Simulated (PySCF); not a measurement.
# NbBr: from the state search to spectroscopic constants

An exercise on one series of results from a longer session: the logs are not shown, and one member is left open.

The runs use PySCF 2.14.0; Nb def2-TZVPP with ECP28, Br def2-TZVPP, scalar-relativistic core potentials.

Set-up of the first run:

The job is set up so:

| Property | Result |
| --- | --- |
| atoms | Nb, Br |
| charge | 0 |
| basis | Nb def2-TZVPP with ECP28, Br def2-TZVPP |
| Hamiltonian | scalar-relativistic core potentials |
| basis functions | 104 |
| electrons treated | 48 |
| masses in u | 92.9064, 78.9183 |
| levels | PBE0, PBE, r²SCAN, MN15, PBEsol, B2PLYP, M06-L, CAM-B3LYP, HF, MP2, SCS-MP2 |
| grid | 80 radial by 434 angular points |
| occupations | held fixed by the projection of orbital angular momentum |
| dissociation limit | Nb + Br, each in its ground configuration |
| starting distance in angstrom | 2.475 |
| values of 2S to try | 0, 2, 4, 6, 8 |

Command:

```console
> OMP_NUM_THREADS=2 python dia.py task.json out
```

Among the steps run: The job; First curve: PBE0; Other states along the same grid; PBE; r²SCAN (meta-GGA); MN15 (hybrid meta-GGA); PBEsol (GGA); B2PLYP; M06-L (meta-GGA); CAM-B3LYP; UHF.

One of the session's tables, all rows but one given; the rest of the session is left out.

It belongs to the step «The curves together». Energy (eV) from each level's lowest point:

```
R (Å)    UHF  UHF-MP2  UHF-SCS-MP2    PBE  PBEsol
2.147  1.526    0.903        1.033  0.949   0.813
2.247  0.788    0.366        0.452  0.406   0.316
2.347      ?        ?            ?      ?       ?
2.422  0.146    0.008        0.031  0.024   0.000
2.497  0.039    0.000        0.000  0.000   0.000
2.572  0.000    0.047        0.028  0.030   0.051
2.672  0.026    0.171        0.130  0.128   0.174
2.797  0.145    0.389        0.325  0.310   0.383
2.946  0.366    0.700        0.616  0.573   0.671
3.146  0.723    1.143        1.039  0.942   1.064
```

Q: Estimate the row for R (Å) = 2.347 from the others.

Worked estimate for «UHF». A straight line through the neighbours (2.247, 0.788) and (2.422, 0.146) gives 0.788 + (0.146 − 0.788) × (2.347 − 2.247) / (2.422 − 2.247) = 0.421; a parabola fitted to 4 rows on both sides gives 0.329.

The run gave: UHF: 0.342; UHF-MP2: 0.092; UHF-SCS-MP2: 0.139; PBE: 0.120; PBEsol: 0.070. In «UHF» the line misses by +0.079 and the parabola by -0.013.

Caveats from the session: At some levels the lowest empty orbital lies below the highest filled one (the two can be of opposite spin).
